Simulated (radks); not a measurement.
# Co⁴⁺ in [Ne] 3s1 3p6 3d5 4s1: an all-electron calculation

Aim: the levels, the sizes of the orbitals and the parts of the energy of the cobalt ion Co4+.

Method: Dirac Kohn-Sham, exchange-only PBE, spin-unpolarised, spherical densities, point nucleus; open shells are shared between the two j in proportion to 2j + 1. Code: radks (a radial shooting solver on a logarithmic mesh, Libxc functionals) version 1.

### 1 What is computed

| Property | Result |
| --- | --- |
| element | cobalt (Z = 27) |
| charge | +4 |
| electrons | 23 |
| configuration | [Ne] 3s1 3p6 3d5 4s1 |

Outer shells as boxes (Hund's rule):

Co⁴⁺
```
[Ne] core
3s [↑ ]
3p [↑↓][↑↓][↑↓]
3d [↑ ][↑ ][↑ ][↑ ][↑ ]
4s [↑ ]
```

### 2 Self-consistent calculation

The run's settings:

```text
Z 27
configuration [Ne] 3s1 3p6 3d5 4s1
relativity Dirac
functional pbe,
spin unpolarised
j_filling average
nucleus point
c 137.035999084
```

Command:

```console
> python run_ks.py task.json out
```

The same process makes all the runs of this session.

Q: Predict the outcome of this run.

As calculated:

| quantity | value |
| --- | --- |
| total energy | -1383.40832 hartree |
| exchange-correlation share of it | 4.03 % |
| −T/E | 1.0158 |
| highest occupied level | 4s1/2, -47.922 eV |
| most extended occupied level | 4s1/2, <r> = 1.97 bohr |
| radius at density 0.001 e/bohr³ | 3.14 bohr |
| maxima of the radial density | 3 |

**Reading.** The radial density shows 3 maxima for 4 occupied principal shells; where shells overlap, one shows as a shoulder or not at all. Relativity lifts −T/E to 1.016. This is not the tabulated ground configuration, so its levels and sizes aren't those of the ground state, and no measured value stands beside it.
